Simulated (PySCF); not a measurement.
# MgSe−: bond curves at several levels of theory

One job finds the state of MgSe−, follows it along the bond with each method and fits the curves.

The runs use PySCF 2.14.0; Mg aug-cc-pVDZ, Se aug-cc-pVDZ-PP with ECP10, scalar-relativistic core potentials.

1 further run of the same task is left out (set aside as unsound or not needed).

**1. Input**

The job is set up so:

```json
{
  "atoms": "Mg, Se",
  "charge": "-1",
  "basis": "Mg aug-cc-pVDZ, Se aug-cc-pVDZ-PP with ECP10",
  "Hamiltonian": "scalar-relativistic core potentials",
  "basis functions": "59",
  "electrons treated": "37",
  "masses in u": "23.9850, 79.9165",
  "levels": "PBE0, PBE, r²SCAN, M06-2X, M06, r²SCANh, LC-ωPBE, HF, MP2, SCS-MP2",
  "grid": "80 radial by 434 angular points",
  "occupations": "held fixed by the projection of orbital angular momentum",
  "dissociation limit": "Mg + Se−, each in its ground configuration",
  "starting distance in angstrom": "2.570",
  "values of 2S to try": "1, 3"
}
```

Launch:

```sh
> OMP_NUM_THREADS=1 python dia.py task.json out
```

The runs that follow: PBE0 along the bond; Excited determinants; PBE (GGA); r²SCAN; M06-2X; M06; r²SCANh (hybrid meta-GGA); LC-ωPBE (range-separated hybrid); UHF (mean field).

Before running it: what results should come out? Wanted: for each run, Re; ωe; De; μ.

**Answer**, as computed:

Lowest PBE0 solution found, without spin–orbit coupling: ²Σ⁺ (doublet), unpaired electrons σ ↑. State 2 has its PBE0 minimum 0.95 eV higher. The other levels ran on the lowest alone.

| level | Re (Å) | ωe (cm⁻¹) | De (eV) | μ (D) |
| --- | --- | --- | --- | --- |
| UHF | 2.344 | 399 | 1.36 | -0.93 |
| UHF-MP2 | 2.362 | 394 | 2.07 | n/a |
| UHF-SCS-MP2 | 2.366 | 389 | 1.86 | n/a |
| PBE | 2.379 | 361 | 2.06 | 0.64 |
| r²SCAN | 2.353 | 381 | 2.23 | 0.26 |
| r²SCANh | 2.349 | 384 | 2.18 | 0.12 |
| PBE0 | 2.355 | 378 | 2.00 | 0.20 |
| M06 | 2.361 | 357 | 1.75 | 0.39 |
| M06-2X | 2.353 | 387 | 1.77 | -0.57 |
| LC-ωPBE | 2.327 | 402 | 1.93 | -0.35 |

De is counted to Mg + Se− in their ground configurations. A positive dipole points from Mg to Se; in an ion it is taken about the centre of mass and does not tell which atom is negative.

Bond lengths run from 2.327 Å (LC-ωPBE) to 2.379 Å (PBE). Of the levels with a De here, UHF gives the least (1.36 eV) and r²SCAN the most (2.23 eV).

Correlated steps freeze 5 core orbitals. With some functionals the highest level of the anion is positive, from self-interaction error or because the anion is truly unbound there; the finite basis then holds the extra electron, and no neutral molecule was run to test the binding.
